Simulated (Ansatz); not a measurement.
# Sr: response to strain

Sr is deformed so: equal xx and yy strain of -1 %. What stress and forces result, by LAPW, PAW and all-electron datasets made for the crystal?

Method: DFT LDA, scalar-relativistic, in Ansatz 0.2.0.

**1. The system as given**

The structure is cubic, space group Fm-3m (No. 225). Conventional cell: a = 6.085 Å, b = 6.085 Å, c = 6.085 Å, α = 90.00°, β = 90.00°, γ = 90.00°. Around Sr (site symmetry m-3m) lie 12 Sr at 4.30 Å.

Structure file:

```
Sr
1.0
     0.00000    3.04235    3.04235
     3.04235    0.00000    3.04235
     3.04235    3.04235    0.00000
Sr
1
Direct
  0.00000 0.00000 0.00000
```

**2. The deformed structure**

Space group Fm-3m before, I4/mmm after.

**3. LAPW, all electrons**

Contents of input.yaml:

```yaml
crystal:
  lattice:
    - [0.0, 3.0119265, 3.04235]
    - [3.0119265, 0.0, 3.04235]
    - [3.0119265, 3.0119265, 0.0]
  atoms:
    - { symbol: Sr, position: [0.0, 0.0, 0.0] }
kpoints:
  mp_grid: { grid: [10, 10, 10] }
  band_path:
    path:
      - [0.0, 0.0, 0.0]
      - [0.0, 0.5, 0.5]
      - [0.25, 0.75, 0.5]
      - [0.0, 0.5, 0.0]
      - [0.0, 0.0, 0.0]
      - [0.5, 0.5, 0.0]
      - [0.3725125, 0.6274875, 0.0]
      - [-0.3725125, 0.3725125, 0.0]
      - [0.0, 0.0, 0.0]
    npoints: 5
scf:
  occupations: { method: fermi_dirac, width: 0.08 }
hamiltonian:
  xc: lda
  pseudopotentials: { kind: all_electron, lapw: { basis_error: 0.0005 } }
output:
  forces: true
  stress: true
  eigenvalues: true
```

Started as:

```
$ ansatz run input.yaml --threads 1 --pin off --max-ram 3072MiB --backend cpu --events-out ev --progress --plain --runs-dir out
```

**4. PAW on the default files**

Contents of input.yaml:

```yaml
crystal:
  lattice:
    - [0.0, 3.0119265, 3.04235]
    - [3.0119265, 0.0, 3.04235]
    - [3.0119265, 3.0119265, 0.0]
  atoms:
    - { symbol: Sr, position: [0.0, 0.0, 0.0] }
kpoints:
  mp_grid: { grid: [10, 10, 10] }
scf:
  occupations: { method: fermi_dirac, width: 0.08 }
hamiltonian:
  xc: lda
  pseudopotentials: { kind: paw }
output:
  forces: true
  stress: true
  eigenvalues: true
  efg: { contact_densities: true }
```

**5. All-electron PAW on datasets made for the crystal**

input.yaml, as its differences from that of step 4:

```diff
@@ -13,3 +13,3 @@
   xc: lda
-  pseudopotentials: { kind: paw }
+  pseudopotentials: { kind: all_electron, datasets: crystal }
 output:
```

(Steps that only read results are left out.)

**Question.** What will these runs give? Wanted: pressure; largest shear or deviatoric stress.

The runs gave:

| quantity | value |
| --- | --- |
| pressure | LAPW -1.39, PAW -1.39, crystal datasets -1.39 GPa |
| largest shear or deviatoric stress (LAPW) | 0.03 GPa |

What this shows: The largest part of the stress beyond the pressure is 0.03 GPa in size, in the zz component. No run of the undeformed cell stands beside it, so the pressure holds what the given cell had before the change. PAW: stress within 0.01 GPa of LAPW. Crystal datasets: stress within 0.01 GPa of LAPW.
